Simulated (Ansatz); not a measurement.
**CH4O2SSi: a ladder of functionals and wavefunction methods**

The task here is to estimate one member of a computed series from the others.

The runs use Ansatz 0.2.0, Gaussian basis; functionals in def2-TZVPP, the program's frozen cores in correlated methods.

The runs, in order: LDA (SPW92), PBE-D4, revPBE-D4, BLYP-D4, r2SCAN-D4, B97M-V, PBE0-D4, B3LYP-D4, r2SCANh-D4, r2SCAN0-D4, HSE06-D4, BHLYP-D4, CAM-B3LYP-D4, LC-ωPBE, ωB97X-V, ωB97M-V, B2PLYP, PBE-QIDH; CCSD(T)/def2-SVP; CCSD(T)/def2-TZVPP; MP2/def2-QZVPP; extrapolation to the limit; RPA on PBE.

## The geometry

The geometry comes from an earlier relaxation with PBE0-D4 in a triple-zeta def2 set; it is a stationary point, not always the lowest conformer.

SMILES `O[SiH2]OC=S`, 9 atoms, charge 0, spin multiplicity 1.

Atoms are counted from 1 here; the program's logs count them from 0.

Bond lengths: O1–Si2 1.629 Å, O1–H6 0.958 Å, Si2–O3 1.674 Å, Si2–H7 1.476 Å, Si2–H8 1.477 Å, O3–C4 1.330 Å, C4–S5 1.607 Å, C4–H9 1.096 Å. Angles: Si2–O1–H6 119.4°, O1–Si2–O3 111.4°, O1–Si2–H7 112.8°, O1–Si2–H8 105.9°, O3–Si2–H7 103.5°, O3–Si2–H8 108.7°, H7–Si2–H8 114.6°, Si2–O3–C4 125.8°, O3–C4–S5 124.5°, O3–C4–H9 113.8°, S5–C4–H9 121.6°.

The first run:

in.yaml

```yaml
crystal:
  periodic: [false, false, false]
  atoms:
    - {symbol: O, position_ang: [0.477643, 1.017330, 1.616245]}
    - {symbol: Si, position_ang: [0.919299, -0.060915, 0.477592]}
    - {symbol: O, position_ang: [-0.021454, 0.084352, -0.899059]}
    - {symbol: C, position_ang: [-1.217143, -0.466175, -1.085681]}
    - {symbol: S, position_ang: [-2.161177, -0.184648, -2.355272]}
    - {symbol: H, position_ang: [0.628965, 1.951469, 1.464542]}
    - {symbol: H, position_ang: [2.291889, 0.161210, -0.018272]}
    - {symbol: H, position_ang: [0.687369, -1.393846, 1.070940]}
    - {symbol: H, position_ang: [-1.516992, -1.155075, -0.288135]}
basis:
  gaussian: {orbitals: def2-TZVPP}
hamiltonian: {xc: lda}
output: {orbitals: {seedname: orbitals}}
```

Among the steps run: LDA; PBE-D4 (GGA); revPBE-D4 (GGA); BLYP-D4 (GGA); r2SCAN-D4 (meta-GGA); B97M-V (meta-GGA); PBE0-D4 (hybrid); B3LYP-D4 (hybrid); r2SCANh-D4 (hybrid); r2SCAN0-D4 (hybrid); HSE06-D4 (hybrid); BHLYP-D4 (hybrid); CAM-B3LYP-D4 (range-separated); LC-ωPBE (range-separated); ωB97X-V (range-separated); ωB97M-V (range-separated); B2PLYP (double hybrid); PBE-QIDH (double hybrid).

One table of the session follows, with a row left open; its other results are not shown here.

It belongs to the step «Frontier levels by functional». 

```
  functional  HOMO (eV)  LUMO (eV)  gap (eV)
 LDA (SPW92)      -5.62      -2.88      2.74
      PBE-D4      -5.47      -2.65      2.82
   revPBE-D4      -5.41      -2.56      2.85
     BLYP-D4      -5.30      -2.50      2.80
   r2SCAN-D4      -5.71      -2.53      3.19
      B97M-V      -5.78      -2.46      3.32
     PBE0-D4      -6.70      -1.71      4.98
    B3LYP-D4      -6.45      -1.93      4.52
  r2SCANh-D4      -6.17      -2.17      4.00
  r2SCAN0-D4      -6.86      -1.64      5.22
    HSE06-D4      -6.30      -2.10      4.20
    BHLYP-D4      -7.78      -0.63      7.15
CAM-B3LYP-D4          ?          ?         ?
     LC-ωPBE      -9.45       0.54      9.99
     ωB97X-V      -9.07       0.51      9.58
     ωB97M-V      -8.91       0.46      9.37
```

**Question.** Estimate the row for CAM-B3LYP-D4.

As computed: HOMO (eV): -8.03; LUMO (eV): -0.57; gap (eV): 7.47. In the column «HOMO (eV)» it lies between ωB97M-V (-8.91) and BHLYP-D4 (-7.78).
